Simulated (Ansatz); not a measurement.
# GeH5S with multiplicity 2: two geometries relaxed

Aim: relax the geometries before and after the reaction (H-abstraction), and see whether they are two minima and how far apart in energy. Meant to form: H1–S3; to break: Ge2–H1. The start is a guess near the saddle point, from which both ends are pulled out.

Method: UKS BLYP/def2-TZVP, in Ansatz 0.2.0.

## (1) The starting structure

Bond lengths: Ge2–H4 1.507 Å, Ge2–H5 1.504 Å, Ge2–H6 1.507 Å, S3–H7 1.329 Å. Angles: H4–Ge2–H5 108.7°, H4–Ge2–H6 108.3°, H5–Ge2–H6 108.7°.

Coordinates:

```xyz
7

H    -0.1277    0.3321   -0.7861
Ge   -0.2460   -0.4605    1.0331
S    -0.0546    1.1920   -2.3552
H     0.0698   -1.9342    1.0170
H    -1.6273   -0.2691    1.5966
H     0.7439    0.2248    1.9387
H     1.2419    0.9150   -2.4441
```

## (2) Pulling towards end A

Springs on the bonds that form and break draw the guess towards this end; the thresholds are loose.

Input file input.yaml:

```yaml
crystal:
  periodic: [false, false, false]
  atoms:
    - { symbol: H, position_ang: [-0.1277, 0.3321, -0.7861] }
    - { symbol: Ge, position_ang: [-0.246, -0.4605, 1.0331] }
    - { symbol: S, position_ang: [-0.0546, 1.192, -2.3552] }
    - { symbol: H, position_ang: [0.0698, -1.9342, 1.017] }
    - { symbol: H, position_ang: [-1.6273, -0.2691, 1.5966] }
    - { symbol: H, position_ang: [0.7439, 0.2248, 1.9387] }
    - { symbol: H, position_ang: [1.2419, 0.915, -2.4441] }
magnetization:
  spin_polarized: true
  initial_magnetization: 1
basis:
  gaussian: { orbitals: def2-TZVP }
hamiltonian:
  xc: blyp
relax:
  f_tol: 0.15
  max_steps: 25
  restrain:
    - { distance: [0, 2], at: 2.66, k: 30.0 }
    - { distance: [1, 0], at: 1.51, k: 30.0 }
```

Command:

```console
$ ansatz run input.yaml --threads 4 --pin off --max-ram 5120MiB --backend cpu --events-out ev --progress --plain --runs-dir out
```

The log of the run, shortened:

```text
Warning: RAYON_NUM_THREADS=4 ignored (pool sized by the plan → 4); use --threads N
[...]
Functional definition: BLYP
[...]
839 factors; their error is unknown
[...]
mean field -67434.61399440 eV, -2478.1763554713 hartree, gradient 2.2e-5 eV, S^2 0.753771; 3 other end points of the search recorded, 0 dependent functions left out
[...]
reference -67434.61434286 eV, -2478.1763682768 hartree; 27, 26 occupied and 88, 89 virtual orbitals, 839 factors
relax step   1: F+E_penalty+E_count = -67434.61399440 eV  Δ(F+E_penalty+E_count) = +0.000e0 eV  max|allowed force component| = 1.142e0 eV/Å  E_restraint = 14.75914289 eV  max|allowed force component, restraints' pulls added| = 3.587e1 eV/Å  Δτ_max = 0.0000 Å  (64 SCF iters, accepted)
[...]
relax step   4: F+E_penalty+E_count = -67434.83733827 eV  Δ(F+E_penalty+E_count) = -3.213e-2 eV  max|allowed force component| = 5.667e-1 eV/Å  E_restraint = 0.00234984 eV  max|allowed force component, restraints' pulls added| = 2.412e-1 eV/Å  Δτ_max = 0.1455 Å  (48 SCF iters, accepted)
[...]
relax step   5: F+E_penalty+E_count = -67434.84190785 eV  Δ(F+E_penalty+E_count) = -4.570e-3 eV  max|allowed force component| = 5.042e-1 eV/Å  E_restraint = 0.00363272 eV  max|allowed force component, restraints' pulls added| = 2.246e-2 eV/Å  Δτ_max = 0.1095 Å  (47 SCF iters, accepted)
  distance H 0 - S 2 = 2.6579 Å
  distance Ge 1 - H 0 = 1.5254 Å
839 factors; their error is unknown
[...]
mean field -67434.84190785 eV, -2478.1847311358 hartree, gradient 3.7e-6 eV, S^2 0.752989; 4 other end points of the search recorded, 0 dependent functions left out
[...]
reference -67434.84226836 eV, -2478.1847443844 hartree; 27, 26 occupied and 88, 89 virtual orbitals, 839 factors
Total energy: -67434.84226836 eV, -2478.1847443844 hartree
Atom 0 at    -0.201256     0.121214    -0.332071 Å, force     0.029787     0.217682    -0.504228 eV/Å
Atom 1 at    -0.264448    -0.471740     1.071962 Å, force    -0.023290    -0.187610     0.448147 eV/Å
Atom 2 at     0.001452     1.338934    -2.685870 Å, force     0.008573    -0.029188     0.049070 eV/Å
Atom 3 at     0.065731    -1.979081     1.000360 Å, force     0.001743    -0.008051    -0.001810 eV/Å
Atom 4 at    -1.686832    -0.272237     1.639450 Å, force    -0.006635     0.000968     0.001697 eV/Å
Atom 5 at     0.764863     0.246135     1.972588 Å, force     0.005914     0.004073     0.003430 eV/Å
Atom 6 at     1.320490     1.016875    -2.666420 Å, force    -0.016093     0.002127     0.003693 eV/Å
Dipole moment:     0.145661    -0.090447     0.111731 e Å
```

Wall time 20 s (4 threads of Arm Neoverse N1, shared host); peak memory 0.23 GiB.

The steps of the relaxation:

```tsv
step	energy from step 1 (eV)	largest force component (eV/Å)
1	0.0000	1.1421
2	-0.1184	0.9619
3	-0.1912	1.0770
4	-0.2233	0.5667
5	-0.2279	0.5042
```

Step 1 is the start. Energies and forces in the table leave out the springs, which the log lists apart; the run stops on the force with the springs' pull added.

After: Bond lengths: H1–Ge2 1.525 Å, Ge2–H4 1.545 Å, Ge2–H5 1.544 Å, Ge2–H6 1.545 Å, S3–H7 1.358 Å. Angles: H1–Ge2–H4 109.1°, H1–Ge2–H5 109.0°, H1–Ge2–H6 109.2°, H4–Ge2–H5 109.9°, H4–Ge2–H6 109.8°, H5–Ge2–H6 109.8°.

Pairs that crossed the distance rule for bonds on the way: came closer H1–Ge2.

## (3) End point A

It starts where the restrained run ended.

Input file input.yaml:

```yaml
crystal:
  periodic: [false, false, false]
  atoms:
    - { symbol: H, position_ang: [-0.201256, 0.121214, -0.332071] }
    - { symbol: Ge, position_ang: [-0.264448, -0.47174, 1.071962] }
    - { symbol: S, position_ang: [0.001452, 1.338934, -2.68587] }
    - { symbol: H, position_ang: [0.065731, -1.979081, 1.00036] }
    - { symbol: H, position_ang: [-1.686832, -0.272237, 1.63945] }
    - { symbol: H, position_ang: [0.764863, 0.246135, 1.972588] }
    - { symbol: H, position_ang: [1.32049, 1.016875, -2.66642] }
magnetization:
  spin_polarized: true
  initial_magnetization: 1
basis:
  gaussian: { orbitals: def2-TZVP }
hamiltonian:
  xc: blyp
relax:
  f_tol: 0.03
  max_steps: 50
output:
  orbitals: {}
```

Command:

```console
$ ansatz run input.yaml --threads 4 --pin off --max-ram 5120MiB --backend cpu --events-out ev --progress --plain --runs-dir out
```

The log of the run, shortened:

```text
Warning: RAYON_NUM_THREADS=4 ignored (pool sized by the plan → 4); use --threads N
[...]
[... 1 set-up line as earlier in the session ...]
[...]
839 factors; their error is unknown
[...]
mean field -67434.84190763 eV, -2478.1847311280 hartree, gradient 2.6e-7 eV, S^2 0.752989; 3 other end points of the search recorded, 0 dependent functions left out
[...]
reference -67434.84226788 eV, -2478.1847443666 hartree; 27, 26 occupied and 88, 89 virtual orbitals, 839 factors
relax step   1: F+E_penalty+E_count = -67434.84190763 eV  Δ(F+E_penalty+E_count) = +0.000e0 eV  max|allowed force component| = 5.042e-1 eV/Å  Δτ_max = 0.0000 Å  (123 SCF iters, accepted)
[...]
relax step   4: F+E_penalty+E_count = -67434.92124402 eV  Δ(F+E_penalty+E_count) = -2.560e-2 eV  max|allowed force component| = 1.527e-1 eV/Å  Δτ_max = 0.1938 Å  (32 SCF iters, accepted)
[...]
mean field -67435.08562570 eV, -2478.1936876017 hartree, gradient 1.3e-5 eV, S^2 0.751023; 2 other end points of the search recorded, 0 dependent functions left out
[...]
reference -67435.08599470 eV, -2478.1937011622 hartree; 27, 26 occupied and 88, 89 virtual orbitals, 839 factors
Total energy: -67435.08599470 eV, -2478.1937011622 hartree
Atom 0 at    -0.156271     0.671190    -1.403508 Å, force     0.001312    -0.000518     0.001170 eV/Å
Atom 1 at    -0.254209    -0.593785     1.345364 Å, force     0.010180    -0.001407    -0.003455 eV/Å
Atom 2 at    -0.032067     1.253612    -2.626271 Å, force    -0.003574     0.001268    -0.001679 eV/Å
Atom 3 at     0.065189    -2.109321     1.227119 Å, force     0.000867    -0.001758    -0.000605 eV/Å
Atom 4 at    -1.701789    -0.367364     1.858491 Å, force    -0.013262     0.002047     0.005005 eV/Å
Atom 5 at     0.779086     0.124402     2.256176 Å, force     0.001191     0.000718     0.000028 eV/Å
Atom 6 at     1.300061     1.021365    -2.657372 Å, force     0.003286    -0.000350    -0.000463 eV/Å
Dipole moment:     0.135865    -0.120002     0.194411 e Å
```

It took 36 s on 4 threads of Arm Neoverse N1, shared host; peak memory 0.23 GiB.

The steps of the relaxation:

```tsv
step	energy from step 1 (eV)	largest force component (eV/Å)
1	0.0000	0.5042
2	-0.0283	0.2905
3	-0.0537	0.2865
4	-0.0793	0.1527
5x	-0.0673	0.9158
6	-0.0913	0.0856
7	-0.1021	0.3419
8	-0.1534	0.2380
9	-0.2040	0.1431
10	-0.2069	0.3080
11	-0.2306	0.4115
12	-0.2403	0.0715
13	-0.2426	0.0994
14	-0.2432	0.0889
15	-0.2437	0.0133
```

Step 1 is the start. 1 step was tried and not accepted (5; marked x where the table lists them).

After: Bond lengths: H1–S3 1.360 Å, Ge2–H4 1.553 Å, Ge2–H5 1.552 Å, Ge2–H6 1.553 Å, S3–H7 1.353 Å. Angles: H1–S3–H7 92.1°, H4–Ge2–H5 111.1°, H4–Ge2–H6 111.0°, H5–Ge2–H6 111.0°.

Pairs that crossed the distance rule for bonds on the way: came closer H1–S3; moved apart H1–Ge2.

## (4) A restrained relaxation towards end B

Springs on the bonds that form and break draw the guess towards this end; the thresholds are loose.

Input file input.yaml:

```yaml
crystal:
  periodic: [false, false, false]
  atoms:
    - { symbol: H, position_ang: [-0.1277, 0.3321, -0.7861] }
    - { symbol: Ge, position_ang: [-0.246, -0.4605, 1.0331] }
    - { symbol: S, position_ang: [-0.0546, 1.192, -2.3552] }
    - { symbol: H, position_ang: [0.0698, -1.9342, 1.017] }
    - { symbol: H, position_ang: [-1.6273, -0.2691, 1.5966] }
    - { symbol: H, position_ang: [0.7439, 0.2248, 1.9387] }
    - { symbol: H, position_ang: [1.2419, 0.915, -2.4441] }
magnetization:
  spin_polarized: true
  initial_magnetization: 1
basis:
  gaussian: { orbitals: def2-TZVP }
hamiltonian:
  xc: blyp
relax:
  f_tol: 0.15
  max_steps: 25
  restrain:
    - { distance: [0, 2], at: 1.36, k: 30.0 }
    - { distance: [1, 0], at: 2.81, k: 30.0 }
```

Command:

```console
$ ansatz run input.yaml --threads 4 --pin off --max-ram 5120MiB --backend cpu --events-out ev --progress --plain --runs-dir out
```

The log of the run:

```text
Warning: RAYON_NUM_THREADS=4 ignored (pool sized by the plan → 4); use --threads N
The last accepted step is kept in <dir> (removed where the run ends without a failure and the disk answers)
Engine: ansatz 0.2.0, aarch64-unknown-linux-gnu
[... 1 set-up line as earlier in the session ...]
  parameter beta = 0.0042
  parameter a = 0.04918
  parameter b = 0.132
  parameter c = 0.2533
  parameter d = 0.349
  exchange = b88_x(beta = beta)
  correlation = lyp_c(a = a, b = b, c = c, d = d)
839 factors; their error is unknown
mean field evaluation 1: about -67432.9382 eV, gradient 2.2e1 eV
mean field evaluation 2: about -67427.8336 eV, gradient 3.6e1 eV
mean field evaluation 4: about -67434.5923 eV, gradient 2.3e0 eV
mean field evaluation 8: about -67434.6300 eV, gradient 1.5e-1 eV
mean field evaluation 16: about -67434.6140 eV, gradient 3.8e-4 eV
mean field evaluation 32: about -67434.2116 eV, gradient 1.7e0 eV
mean field -67434.61399440 eV, -2478.1763554713 hartree, gradient 2.2e-5 eV, S^2 0.753771; 3 other end points of the search recorded, 0 dependent functions left out
the calculation of the forces begins
reference -67434.61434286 eV, -2478.1763682768 hartree; 27, 26 occupied and 88, 89 virtual orbitals, 839 factors
relax step   1: F+E_penalty+E_count = -67434.61399440 eV  Δ(F+E_penalty+E_count) = +0.000e0 eV  max|allowed force component| = 1.142e0 eV/Å  E_restraint = 12.92142771 eV  max|allowed force component, restraints' pulls added| = 3.399e1 eV/Å  Δτ_max = 0.0000 Å  (64 SCF iters, accepted)
  distance H 0 - S 2 = 1.7908 Å
  distance Ge 1 - H 0 = 1.9879 Å
these checks for a lower state are left out or cut short: starts, cluster_reference, orbital_swaps, neighbouring_geometries, increment
839 factors; their error is unknown
mean field -67434.79053005 eV, -2478.1828430367 hartree, gradient 1.9e-5 eV, S^2 0.751886; 0 other end points of the search recorded, 0 dependent functions left out
the calculation of the forces begins
reference -67434.79088036 eV, -2478.1828559103 hartree; 27, 26 occupied and 88, 89 virtual orbitals, 839 factors
relax step   2: F+E_penalty+E_count = -67434.79053005 eV  Δ(F+E_penalty+E_count) = -1.765e-1 eV  max|allowed force component| = 1.441e0 eV/Å  E_restraint = 4.26895439 eV  max|allowed force component, restraints' pulls added| = 1.975e1 eV/Å  Δτ_max = 0.1949 Å  (35 SCF iters, accepted)
  distance H 0 - S 2 = 1.5416 Å
  distance Ge 1 - H 0 = 2.3084 Å
these checks for a lower state are left out or cut short: starts, cluster_reference, orbital_swaps, neighbouring_geometries, increment
839 factors; their error is unknown
mean field -67434.90157272 eV, -2478.1869237796 hartree, gradient 9.3e-6 eV, S^2 0.751513; 0 other end points of the search recorded, 0 dependent functions left out
the calculation of the forces begins
reference -67434.90193019 eV, -2478.1869369163 hartree; 27, 26 occupied and 88, 89 virtual orbitals, 839 factors
relax step   3: F+E_penalty+E_count = -67434.90157272 eV  Δ(F+E_penalty+E_count) = -1.110e-1 eV  max|allowed force component| = 1.064e0 eV/Å  E_restraint = 0.44413501 eV  max|allowed force component, restraints' pulls added| = 3.776e0 eV/Å  Δτ_max = 0.1948 Å  (34 SCF iters, accepted)
  distance H 0 - S 2 = 1.3312 Å
  distance Ge 1 - H 0 = 2.6403 Å
these checks for a lower state are left out or cut short: starts, cluster_reference, orbital_swaps, neighbouring_geometries, increment
839 factors; their error is unknown
mean field -67435.06038330 eV, -2478.1927599605 hartree, gradient 1.3e-5 eV, S^2 0.751200; 0 other end points of the search recorded, 0 dependent functions left out
the calculation of the forces begins
reference -67435.06074676 eV, -2478.1927733176 hartree; 27, 26 occupied and 88, 89 virtual orbitals, 839 factors
relax step   4: F+E_penalty+E_count = -67435.06038330 eV  Δ(F+E_penalty+E_count) = -1.588e-1 eV  max|allowed force component| = 4.484e-1 eV/Å  E_restraint = 0.00143248 eV  max|allowed force component, restraints' pulls added| = 4.049e-1 eV/Å  Δτ_max = 0.1922 Å  (29 SCF iters, accepted)
  distance H 0 - S 2 = 1.3696 Å
  distance Ge 1 - H 0 = 2.8084 Å
these checks for a lower state are left out or cut short: starts, cluster_reference, orbital_swaps, neighbouring_geometries, increment
839 factors; their error is unknown
mean field -67435.07943798 eV, -2478.1934602072 hartree, gradient 1.9e-5 eV, S^2 0.751037; 0 other end points of the search recorded, 0 dependent functions left out
the calculation of the forces begins
reference -67435.07980156 eV, -2478.1934735686 hartree; 27, 26 occupied and 88, 89 virtual orbitals, 839 factors
relax step   5: F+E_penalty+E_count = -67435.07943798 eV  Δ(F+E_penalty+E_count) = -1.905e-2 eV  max|allowed force component| = 1.955e-1 eV/Å  E_restraint = 0.00005719 eV  max|allowed force component, restraints' pulls added| = 2.038e-1 eV/Å  Δτ_max = 0.0658 Å  (29 SCF iters, accepted)
  distance H 0 - S 2 = 1.3619 Å
  distance Ge 1 - H 0 = 2.8097 Å
these checks for a lower state are left out or cut short: starts, cluster_reference, orbital_swaps, neighbouring_geometries, increment
839 factors; their error is unknown
mean field evaluation 64: about -67435.0917 eV, gradient 1.2e0 eV
mean field -67435.08338462 eV, -2478.1936052436 hartree, gradient 2.6e-5 eV, S^2 0.751063; 0 other end points of the search recorded, 0 dependent functions left out
the calculation of the forces begins
reference -67435.08374848 eV, -2478.1936186150 hartree; 27, 26 occupied and 88, 89 virtual orbitals, 839 factors
relax step   6: F+E_penalty+E_count = -67435.08338462 eV  Δ(F+E_penalty+E_count) = -3.947e-3 eV  max|allowed force component| = 5.658e-2 eV/Å  E_restraint = 0.00008236 eV  max|allowed force component, restraints' pulls added| = 4.952e-3 eV/Å  Δτ_max = 0.0403 Å  (29 SCF iters, accepted)
  distance H 0 - S 2 = 1.3622 Å
  distance Ge 1 - H 0 = 2.8108 Å
839 factors; their error is unknown
mean field -67435.08338462 eV, -2478.1936052436 hartree, gradient 2.6e-5 eV, S^2 0.751063; 2 other end points of the search recorded, 0 dependent functions left out
the calculation of the forces begins
reference -67435.08374848 eV, -2478.1936186150 hartree; 27, 26 occupied and 88, 89 virtual orbitals, 839 factors
Total energy: -67435.08374848 eV, -2478.1936186150 hartree
Atom 0 at    -0.159820     0.615306    -1.292792 Å, force    -0.008558    -0.020415     0.040441 eV/Å
Atom 1 at    -0.257929    -0.562689     1.257349 Å, force    -0.000074    -0.008054     0.021474 eV/Å
Atom 2 at    -0.025944     1.221004    -2.505565 Å, force     0.006743     0.027451    -0.056583 eV/Å
Atom 3 at     0.070492    -2.078594     1.168274 Å, force    -0.001113     0.004952     0.000995 eV/Å
Atom 4 at    -1.704180    -0.332778     1.775414 Å, force     0.002022    -0.001853    -0.000089 eV/Å
Atom 5 at     0.777739     0.183022     2.143311 Å, force    -0.002402    -0.003848    -0.001966 eV/Å
Atom 6 at     1.299641     0.954829    -2.545991 Å, force     0.003382     0.001767    -0.004272 eV/Å
Dipole moment:     0.132419    -0.128881     0.196619 e Å
```

Run time: 14 s. Hardware: 4 threads of Arm Neoverse N1, shared host; peak memory 0.22 GiB.

The steps of the relaxation:

```tsv
step	energy from step 1 (eV)	largest force component (eV/Å)
1	0.0000	1.1421
2	-0.1765	1.4410
3	-0.2876	1.0636
4	-0.4464	0.4484
5	-0.4654	0.1955
6	-0.4694	0.0566
```

Step 1 is the start. Energies and forces in the table leave out the springs, which the log lists apart; the run stops on the force with the springs' pull added.

After: Bond lengths: H1–S3 1.362 Å, Ge2–H4 1.554 Å, Ge2–H5 1.553 Å, Ge2–H6 1.554 Å, S3–H7 1.353 Å. Angles: H1–S3–H7 92.0°, H4–Ge2–H5 111.1°, H4–Ge2–H6 111.1°, H5–Ge2–H6 111.1°.

Pairs that crossed the distance rule for bonds on the way: came closer H1–S3.

## (5) Relaxing end B

It starts where the restrained run ended.

Input file input.yaml:

```yaml
crystal:
  periodic: [false, false, false]
  atoms:
    - { symbol: H, position_ang: [-0.15982, 0.615306, -1.292792] }
    - { symbol: Ge, position_ang: [-0.257929, -0.562689, 1.257349] }
    - { symbol: S, position_ang: [-0.025944, 1.221004, -2.505565] }
    - { symbol: H, position_ang: [0.070492, -2.078594, 1.168274] }
    - { symbol: H, position_ang: [-1.70418, -0.332778, 1.775414] }
    - { symbol: H, position_ang: [0.777739, 0.183022, 2.143311] }
    - { symbol: H, position_ang: [1.299641, 0.954829, -2.545991] }
magnetization:
  spin_polarized: true
  initial_magnetization: 1
basis:
  gaussian: { orbitals: def2-TZVP }
hamiltonian:
  xc: blyp
relax:
  f_tol: 0.03
  max_steps: 50
output:
  orbitals: {}
```

Command:

```console
$ ansatz run input.yaml --threads 4 --pin off --max-ram 5120MiB --backend cpu --events-out ev --progress --plain --runs-dir out
```

The log of the run, shortened:

```text
Warning: RAYON_NUM_THREADS=4 ignored (pool sized by the plan → 4); use --threads N
[...]
[... 1 set-up line as earlier in the session ...]
[...]
839 factors; their error is unknown
[...]
mean field -67435.08338536 eV, -2478.1936052709 hartree, gradient 9.8e-6 eV, S^2 0.751063; 1 other end points of the search recorded, 0 dependent functions left out
[...]
reference -67435.08374840 eV, -2478.1936186122 hartree; 27, 26 occupied and 88, 89 virtual orbitals, 839 factors
relax step   1: F+E_penalty+E_count = -67435.08338536 eV  Δ(F+E_penalty+E_count) = +0.000e0 eV  max|allowed force component| = 5.659e-2 eV/Å  Δτ_max = 0.0000 Å  (39 SCF iters, accepted)
[...]
relax step   3: F+E_penalty+E_count = -67435.08551393 eV  Δ(F+E_penalty+E_count) = -3.191e-4 eV  max|allowed force component| = 4.198e-2 eV/Å  Δτ_max = 0.0335 Å  (30 SCF iters, accepted)
[...]
mean field -67435.08563106 eV, -2478.1936877988 hartree, gradient 7.6e-6 eV, S^2 0.751021; 2 other end points of the search recorded, 0 dependent functions left out
[...]
reference -67435.08599961 eV, -2478.1937013426 hartree; 27, 26 occupied and 88, 89 virtual orbitals, 839 factors
Total energy: -67435.08599961 eV, -2478.1937013426 hartree
Atom 0 at    -0.147751     0.667778    -1.416498 Å, force     0.001619     0.004980    -0.010260 eV/Å
Atom 1 at    -0.272615    -0.600348     1.345743 Å, force    -0.000334     0.001453    -0.001734 eV/Å
Atom 2 at    -0.003271     1.271888    -2.626841 Å, force    -0.000900    -0.006015     0.010935 eV/Å
Atom 3 at     0.055178    -2.116123     1.255409 Å, force     0.000056    -0.000808    -0.000216 eV/Å
Atom 4 at    -1.718194    -0.371985     1.866215 Å, force    -0.000604    -0.000227     0.000947 eV/Å
Atom 5 at     0.763809     0.142318     2.233107 Å, force     0.000411    -0.000006     0.001087 eV/Å
Atom 6 at     1.322844     1.006572    -2.657135 Å, force    -0.000248     0.000623    -0.000759 eV/Å
Dipole moment:     0.132153    -0.126175     0.192510 e Å
```

Wall time 9.4 s (4 threads of Arm Neoverse N1, shared host); peak memory 0.21 GiB.

The steps of the relaxation:

```tsv
step	energy from step 1 (eV)	largest force component (eV/Å)
1	0.0000	0.0566
2	-0.0018	0.0407
3	-0.0021	0.0420
4	-0.0022	0.0109
```

Step 1 is the start.

After: Bond lengths: H1–S3 1.360 Å, Ge2–H4 1.553 Å, Ge2–H5 1.553 Å, Ge2–H6 1.553 Å, S3–H7 1.353 Å. Angles: H1–S3–H7 92.1°, H4–Ge2–H5 111.1°, H4–Ge2–H6 111.0°, H5–Ge2–H6 111.1°.

## (6) Summary of results

```
                           quantity                     value
                              end A  13 moves, 0.244 eV lower
                              end B   3 moves, 0.002 eV lower
largest difference between the ends                    0.03 Å
            end B relative to end A                 -0.000 eV
```

Both starts fell into the same minimum (no atom differs by more than 0.03 Å), so from this start no second minimum was found and no band was run; another arrangement could still be one.
